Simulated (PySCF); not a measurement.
# NEVPT2(8,8)/6-31G(d) (spherical functions) run of Si2H5Br (SMILES [SiH3][SiH2]Br)

Aim: the vertical ionisation energy of Si2H5Br at NEVPT2(8,8)/6-31G* (spherical functions), from 2 runs. Input form: a Python script.

The calculation is run with PySCF 2.14.0.

1 further run of the same task is left out (set aside as unsound or not needed).

## Step 1: The molecule

Si2H5Br has 8 atoms, charge 0, and is taken as a singlet. As SMILES, `[SiH3][SiH2]Br`. The coordinates come from a PBE0-D4/def2-TZVP relaxation.

Bond lengths: Si1–Si2 2.336 Å, Si2–Br3 2.231 Å, Si1–H4 1.488 Å, Si1–H5 1.486 Å, Si1–H6 1.485 Å, Si2–H7 1.485 Å, Si2–H8 1.485 Å. Some angles: Si1–Si2–Br3 108.3°, Si1–Si2–H7 112.2°, Si1–Si2–H8 112.1°, Br3–Si2–H7 107.6°, Br3–Si2–H8 107.6°, Si2–Si1–H4 109.7°, Si2–Si1–H5 109.3°, Si2–Si1–H6 109.4°, H7–Si2–H8 109.0°, H4–Si1–H5 109.4°.

## Step 2: The energy at NEVPT2(8,8)/6-31G(d) (spherical functions)

run.py

```python
import numpy
from pyscf import gto, scf, mp, mcscf, mrpt

mol = gto.Mole()
mol.atom = '''
Si  -0.690000   0.902700  -0.398400
Si   0.515800  -0.969400   0.308800
Br   2.500800  -0.280200   1.059200
H   -2.023500   0.479600  -0.905700
H    0.056200   1.586200  -1.486000
H   -0.870900   1.834000   0.744600
H   -0.159800  -1.684200   1.420900
H    0.763500  -1.925900  -0.799300
'''
mol.verbose = 4
mol.basis = '6-31g*'
mol.max_memory = 1860
mol.spin = 0
mol.build()

calc0 = mol.RHF()
calc0.conv_tol = 1e-10
calc0.kernel()
if not calc0.converged:
    calc0 = calc0.newton().run(calc0.mo_coeff, calc0.mo_occ)

pt = mp.MP2(scf.addons.convert_to_uhf(calc0)).run()
noons, natorbs = mcscf.addons.make_natural_orbitals(pt)
print('natural occupations', numpy.round(noons[:40], 4))
cas = mcscf.CASSCF(calc0, 8, 8)
cas.fix_spin_(ss=0.0)
cas.natorb = True
cas.kernel(natorbs)
e_pt2 = mrpt.NEVPT(cas).kernel()
etot = cas.e_tot + e_pt2
print('Final energy', etot)
```

On the command line:

```sh
$ OMP_NUM_THREADS=1 python run.py
```

The log of the run:

```text
PySCF version 2.14.0

[... 62 lines left out ...]
converged SCF energy = -3152.87887660134
[... 34 lines left out ...]
sorting_mo_energy = False
[... 30 lines left out ...]
1-step CASSCF converged in   8 macro (101 JK  23 micro) steps
[... 3 lines left out ...]
Natural orbital (expansion on meta-Lowdin AOs) in CAS space
[... 27 lines left out ...]
CASSCF energy = -3152.93093988083
[... 5 lines left out ...]
Natural occ [1.98848424 1.98826313 1.98381635 1.97365876 0.02382965 0.01670968
 0.01360307 0.01163513]
Natural orbital (expansion on meta-Lowdin AOs) in CAS space
               #1        #2        #3        #4        #5
0 Si 1s          0.00001  -0.00000   0.00020  -0.00003  -0.00007
0 Si 2s         -0.00075   0.00000  -0.00387   0.00015  -0.00067
0 Si 3s         -0.01905   0.00003  -0.31582   0.04076  -0.15821
[... 74 lines of this table left out ...]
7 H 2s          -0.00524  -0.01332   0.01432   0.00775  -0.00202
               #6        #7        #8
0 Si 1s          0.00018   0.00000   0.00017
0 Si 2s          0.00065   0.00000   0.00068
0 Si 3s          0.32666  -0.00001   0.17114
[... 74 lines of this table left out ...]
7 H 2s          -0.02356  -0.04968   0.01593
<CAS-nat-orb|mo-hf>  31     32      -0.76911897
<CAS-nat-orb|mo-hf>  31     34      -0.58077100
<CAS-nat-orb|mo-hf>  32     33      -0.94647493
<CAS-nat-orb|mo-hf>  33     26      -0.45689476
<CAS-nat-orb|mo-hf>  33     32      -0.43927684
<CAS-nat-orb|mo-hf>  33     34       0.74025794
<CAS-nat-orb|mo-hf>  34     29       0.52893556
<CAS-nat-orb|mo-hf>  34     31       0.63900100
<CAS-nat-orb|mo-hf>  35     35       0.44859164
<CAS-nat-orb|mo-hf>  35     41      -0.41977475
<CAS-nat-orb|mo-hf>  36     36      -0.44253071
<CAS-nat-orb|mo-hf>  37     40      -0.47836819
<CAS-nat-orb|mo-hf>  37     54      -0.59516004
<CAS-nat-orb|mo-hf>  37     65       0.50502918
<CAS-nat-orb|mo-hf>  38     55       0.49606853
Sr    (-1)',   E = -0.02174797078523
Si    (+1)',   E = -0.00123687815115
Sijrs (0)  ,   E = -0.22579640728965
Sijr  (+1) ,   E = -0.03783523358344
Srsi  (-1) ,   E = -0.03887649431733
Srs   (-2) ,   E = -0.03777069209822
Sij   (+2) ,   E = -0.00371708218989
Sir   (0)' ,   E = -0.02462009037630
Nevpt2 Energy = -0.391600848791202
Final energy -3153.3225407296236
```

Run time: 17 s. Hardware: 1 thread of Arm Neoverse V1, shared host; peak memory 0.29 GiB.

## Step 3: The doublet cation at the same level

calc.py

```python
import numpy
from pyscf import gto, scf, mp, mcscf, mrpt

molecule = gto.M(
    atom=[
    ('Si', (-0.690000, 0.902700, -0.398400)),
    ('Si', (0.515800, -0.969400, 0.308800)),
    ('Br', (2.500800, -0.280200, 1.059200)),
    ('H', (-2.023500, 0.479600, -0.905700)),
    ('H', (0.056200, 1.586200, -1.486000)),
    ('H', (-0.870900, 1.834000, 0.744600)),
    ('H', (-0.159800, -1.684200, 1.420900)),
    ('H', (0.763500, -1.925900, -0.799300)),
],
    verbose=3,
    spin=1,
    charge=1,
    basis='6-31g*',
    max_memory=1860,
)

mf = molecule.ROHF()
mf.conv_tol = 1e-10
mf.kernel()
if not mf.converged:
    mf = mf.newton().run(mf.mo_coeff, mf.mo_occ)

pt = mp.MP2(scf.addons.convert_to_uhf(mf)).run()
noons, natorbs = mcscf.addons.make_natural_orbitals(pt)
print('natural occupations', numpy.round(noons[:40], 4))
cas = mcscf.CASSCF(mf, 8, 7)
cas.fix_spin_(ss=0.75)
cas.natorb = True
cas.kernel(natorbs)
e_pt2 = mrpt.NEVPT(cas).kernel()
energy = cas.e_tot + e_pt2
print('E = %.10f Eh' % energy)
```

On the command line:

```sh
$ OMP_NUM_THREADS=1 python calc.py
```

The log of the run:

```text
converged SCF energy = -3152.51019195267
E(UMP2) = -3152.96101569812  E_corr = -0.450823745456385
E(SCS-UMP2) = -3152.94462765308  E_corr = -0.434435700412985
natural occupations [2.     2.     2.     2.     2.     2.     2.     1.9999 1.9999 1.9997
 1.9997 1.9997 1.9997 1.9996 1.9996 1.9996 1.9996 1.9995 1.9994 1.9958
 1.9958 1.9958 1.9958 1.9958 1.9871 1.981  1.9774 1.9764 1.976  1.9755
 1.9664 1.9561 1.9524 1.0066 0.0315 0.0203 0.0195 0.0151 0.0144 0.0136]
CASSCF energy = -3152.57309848109
CASCI E = -3152.57309848109  E(CI) = -11.8016761655722  S^2 = 0.7500000
Sr    (-1)',   E = -0.02345569480629
Si    (+1)',   E = -0.00392984310258
Sijrs (0)  ,   E = -0.22167521109715
Sijr  (+1) ,   E = -0.04808316582039
Srsi  (-1) ,   E = -0.03496729519106
Srs   (-2) ,   E = -0.01990615462838
Sij   (+2) ,   E = -0.00507716288411
Sir   (0)' ,   E = -0.03042511406913
Nevpt2 Energy = -0.387519641599099
E = -3152.9606181227 Eh
```

Run time: 23 s. Hardware: 1 thread of Arm Neoverse V1, shared host; peak memory 0.3 GiB.

## Step 4: Outcome

At NEVPT2(8,8)/6-31G* (spherical functions):

```
                                              quantity           value
                         singlet Si2H5Br: total energy  -3153.32254 Eh
 singlet Si2H5Br: dipole moment (Hartree–Fock density)          2.08 D
  singlet Si2H5Br: HOMO energy (Hartree–Fock orbitals)       -10.68 eV
  singlet Si2H5Br: LUMO energy (Hartree–Fock orbitals)         2.58 eV
singlet Si2H5Br: HOMO–LUMO gap (Hartree–Fock orbitals)        13.26 eV
                          doublet cation: total energy  -3152.96062 Eh
    vertical ionisation energy (to the doublet cation)        9.848 eV
```

Removing an electron at fixed nuclei costs 9.85 eV (950 kJ/mol). Mulliken charges (singlet Si2H5Br) of the mean-field density run from -0.36 on Br3 to +0.53 on Si2; they depend strongly on the basis.
